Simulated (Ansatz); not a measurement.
C2H5ClSi, SMILES CC[Si]Cl, a rigid torsion scan

Computed with the Ansatz DFT code, driven from Python.

At the Python prompt:
```pycon
>>> import ansatz as az
>>> from ase import Atoms
>>> BASIS_SET = 'def2-SVP'
>>> FUNCTIONAL = 'hf'
>>> FMAX = 0.02
>>> atoms = Atoms(['C', 'C', 'Si', 'Cl', 'H', 'H', 'H', 'H', 'H'], positions=[
...     [0.4556, 0.8785, -0.0174],
...     [-0.6392, -0.1557, -0.3038],
...     [-0.0193, -1.8923, -0.474],
...     [0.7548, -2.518, 1.369],
...     [-0.0708, 1.8987, 0.0129],
...     [1.1584, 0.9802, -0.8268],
...     [0.9545, 0.7491, 0.9222],
...     [-1.3479, -0.1075, 0.4885],
...     [-1.1576, 0.1206, -1.1877],
... ])
>>> # start the scan from a relaxed geometry
>>> first = (
...     az.Crystal.molecule_from_ase(atoms).calculation()
...     .basis(gaussian=BASIS_SET)  # the orbital basis, by name
...     .functional(FUNCTIONAL)
...     .relax(force_tolerance=FMAX, max_steps=80)
... )
>>> atoms.positions = first.run(threads=1, backend='cpu').report['positions_ang']
>>> start = atoms.get_dihedral(2, 1, 0, 4)
>>> energies = {}
>>> for turn in range(0, 121, 20):
...     turned = atoms.copy()
...     turned.set_dihedral(2, 1, 0, 4, start + turn, indices=[0, 4, 5, 6])
...     base = az.Crystal.molecule_from_ase(turned).calculation().basis(gaussian=BASIS_SET).functional(FUNCTIONAL)
...     energies[round((start + turn) % 360)] = base.run(threads=1, backend='cpu').report['free_energy_ev']
...
>>> floor = min(energies.values())
>>> print('dihedral Si2-C1-C0-H4 (deg)   E - E(min) (eV)')
dihedral Si2-C1-C0-H4 (deg)   E - E(min) (eV)
>>> for angle, e in sorted(energies.items()):
...     print(f'{angle:8d} {(e - floor):14.3f}  ' + '#' * int(30 * (e - floor) / max(max(energies.values()) - floor, 1e-9)))
...
     181          0.000
     201          0.034  #######
     221          0.098  ######################
     241          0.129  ##############################
     261          0.096  ######################
     281          0.033  #######
     301          0.001
```

The lowest point is at 181° and the highest at 241°, 0.129 eV (12.4 kJ/mol) above it, with the rest of the molecule held.

The scan is rigid and the energies are electronic, in a modest basis. With rigid groups the curve can differ much from the relaxed path, the start wasn't checked as a minimum of this torsion, and equivalent turns needn't return to the same energy. Finished in 32 s on 1 thread of Arm Neoverse V2 (shared host), peak memory 0.24 GiB.
